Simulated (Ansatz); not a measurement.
# GeHF (SMILES [F][GeH]): BCCD(T)/STO-3G

Aim: the energy change on altering one bond length of GeHF at BCCD(T)/STO-3G, from 2 runs. 

The calculation is run with Ansatz 0.2.0.

60 further runs of the same task are left out: 17 that didn't finish, 43 set aside as unsound or not needed.

## 1. The structure to begin with

GeHF: 3 atoms, total charge 0, spin state singlet. As SMILES, `[F][GeH]`. The coordinates come from a PBE0-D4/def2-TZVP relaxation.

Bond lengths: F1–Ge2 1.757 Å, Ge2–H3 1.609 Å. Angles: F1–Ge2–H3 94.2°.

## 2. A single-point energy at BCCD(T)/STO-3G

Input file molecule.yaml:

```yaml
crystal:
  periodic: [false, false, false]
  atoms:
    - {symbol: F, position_ang: [0.672100, 1.012600, 0.469700]}
    - {symbol: Ge, position_ang: [-0.657900, 0.195200, -0.335600]}
    - {symbol: H, position_ang: [-0.025200, -1.272700, -0.147400]}
basis:
  gaussian: {orbitals: STO-3G}
correlation: {method: bccd_t, frozen_orbitals: {F: 1, Ge: 9, H: 0}}
accuracy: high
scf: {omitted_lower_state_checks: [cluster_reference, increment]}
```

The run is started by

```bash
ansatz run molecule.yaml --threads 1 --pin off --max-ram 2610MiB --events-out events.jsonl --progress --plain --runs-dir runs
```

Standard output, cut to the lines that bear on the results:

```text
Warning: RAYON_NUM_THREADS=1 ignored (pool sized by the plan → 1); use --threads N
Functional definition: HF
  name "HF"
[...]
327 factors; integrals over basis functions are off by at most 4.5e-9 eV
[...]
mean field -58513.03963499 eV, -2150.3145450230 hartree, gradient 1.5e-8 eV, S^2 0.000000; 0 other end points of the search recorded, 0 dependent functions left out
10 core orbitals not correlated: weight in the atoms' cores, before any rotation towards them, 1.000 or more for the frozen orbitals, at most 0.000 for the correlated occupied ones
reference -58513.03963499 eV, -2150.3145450230 hartree; 11, 11 occupied and 3, 3 virtual orbitals, 327 factors
second order -1.50480857 eV of doubles, -0.00000000 eV of singles
cycle   1  -1.66085657 eV  change   -1.6e-1 eV  update   1.0e-1
[...]
cycle  22  -1.91909850 eV  change   -1.2e-9 eV  update   2.2e-9
perturbative correction -0.21863968 eV, -0.0080348602 hartree
Total energy: -58515.17737318 eV, -2150.3931054524 hartree
Checks for a lower state left out: cluster_reference, increment
```

Run time: 0.36 s. Hardware: 1 thread of Arm Neoverse V1, shared host.

## 3. The distorted shape, same level

Edit molecule.yaml of step 2 so:

```diff
@@ -3,3 +3,3 @@
   atoms:
-    - {symbol: F, position_ang: [0.672100, 1.012600, 0.469700]}
+    - {symbol: F, position_ang: [1.004587, 1.216942, 0.671017]}
     - {symbol: Ge, position_ang: [-0.657900, 0.195200, -0.335600]}
```

The run is started by

```bash
ansatz run molecule.yaml --threads 1 --pin off --max-ram 2610MiB --events-out events.jsonl --progress --plain --runs-dir runs
```

Standard output, cut to the lines that bear on the results:

```text
Warning: RAYON_NUM_THREADS=1 ignored (pool sized by the plan → 1); use --threads N
[... 2 set-up lines as earlier in the session ...]
[...]
313 factors; integrals over basis functions are off by at most 2.7e-8 eV
[...]
mean field -58510.57429451 eV, -2150.2239454314 hartree, gradient 3.0e-8 eV, S^2 0.000000; 1 other end points of the search recorded, 0 dependent functions left out; unrestricted orbitals would lower it
10 core orbitals not correlated: weight in the atoms' cores, before any rotation towards them, 1.000 or more for the frozen orbitals, at most 0.000 for the correlated occupied ones
reference -58510.57429451 eV, -2150.2239454314 hartree; 11, 11 occupied and 3, 3 virtual orbitals, 313 factors
second order -1.75306718 eV of doubles, -0.00000000 eV of singles
cycle   1  -2.16436661 eV  change   -4.1e-1 eV  update   1.2e-1
[...]
cycle  29  -2.54874163 eV  change   -1.9e-9 eV  update   1.1e-9
perturbative correction -0.17408551 eV, -0.0063975243 hartree
Total energy: -58513.29712164 eV, -2150.3240074829 hartree
Checks for a lower state left out: cluster_reference, increment
```

It took 0.38 s on 1 thread of Arm Neoverse V1, shared host.

## 4. Results

At BCCD(T)/STO-3G, 10 core orbitals frozen:

```
                                                          quantity           value
                                         first shape: total energy  -2150.39311 Eh
         first shape: correlation energy (10 core orbitals frozen)       -78.6 mEh
                                       first shape: (T) correction       -8.03 mEh
                                     distorted shape: total energy  -2150.32401 Eh
     distorted shape: correlation energy (10 core orbitals frozen)      -100.1 mEh
                                   distorted shape: (T) correction       -6.40 mEh
energy change with the F1–Ge2 bond stretched from 1.757 to 2.196 Å        1.880 eV
```

What this shows: With the F1–Ge2 bond stretched from 1.757 to 2.196 Å the energy rises by 1.88 eV (43 kcal/mol). The first shape isn't relaxed at this level, so the change isn't measured from a minimum. The minimal basis adds a large error of its own. The triples (first shape) make up 10.2 % of the correlation energy. The restricted solution (distorted shape) is unstable to spin breaking: an unrestricted one lies lower. The triples (distorted shape) make up 6.4 % of the correlation energy.
